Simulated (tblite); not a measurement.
# C8H16P: the cost of one run

The runs use tblite 0.8.0 and PySCF 2.14.0, with density-fitted response routines of our own; the level of theory stands in each step. All values are computed, except where a source is named. Atoms count from 0, in the outputs and in this text.

### Step 1. The molecule as given

25 atoms, charge 1, multiplicity 1; geometry from: force field or distance geometry start.

Bonds of the start (Å): C0–C1 1.19, C1–P2 1.83, P2–C3 1.80, C3–C4 1.52, P2–C5 1.85, C5–C6 1.54, C5–C7 1.53, C5–C8 1.54, C0–H9 1.07, P2–H10 1.40, C3–H11 1.08, C3–H12 1.10, C4–H13 1.10, C4–H14 1.10, C4–H15 1.10, C6–H16 1.09, C6–H17 1.09, C6–H18 1.10, C7–H19 1.10, C7–H20 1.09, C7–H21 1.09, C8–H22 1.11, C8–H23 1.09, C8–H24 1.10.

### Step 2. Relaxing the molecule with GFN2-xTB

The job: settings as JSON, then the geometry in Å.

```
{"job": {"kind": "relax", "xc": "GFN2-xTB", "basis": "xTB"}, "charge": 1, "multiplicity": 1}
C      0.591400     3.158200    -0.350800
C      0.560300     2.028400     0.024100
P      0.555200     0.296800     0.624100
C      1.708500    -0.525200    -0.482900
C      3.151700    -0.164000    -0.181400
C     -1.132400    -0.336000     0.191600
C     -2.178900     0.467700     0.980800
C     -1.439600    -0.225400    -1.298400
C     -1.225600    -1.811800     0.626900
H      0.594100     4.169500    -0.685900
H      0.854900     0.207800     1.992000
H      1.472300    -0.302700    -1.516100
H      1.592300    -1.612300    -0.337200
H      3.834500    -0.716100    -0.848700
H      3.315600     0.916600    -0.341100
H      3.406400    -0.391500     0.862100
H     -3.188300     0.075000     0.826300
H     -2.180500     1.513200     0.689100
H     -1.966900     0.431100     2.064400
H     -2.456200    -0.578700    -1.512900
H     -0.758400    -0.827600    -1.894800
H     -1.367500     0.805500    -1.653500
H     -0.975300    -1.911300     1.699400
H     -0.540200    -2.443000     0.060700
H     -2.238400    -2.200100     0.471300
```

Command:

```sh
$ OMP_NUM_THREADS=1 python probes_run.py task.json out
```

This one command runs all jobs of the session in turn.

Q: Estimate the wall time and peak memory of this first job on 1 thread of Arm Neoverse N1, shared host.

About 1.1 s, with a peak of 0.18 GiB.
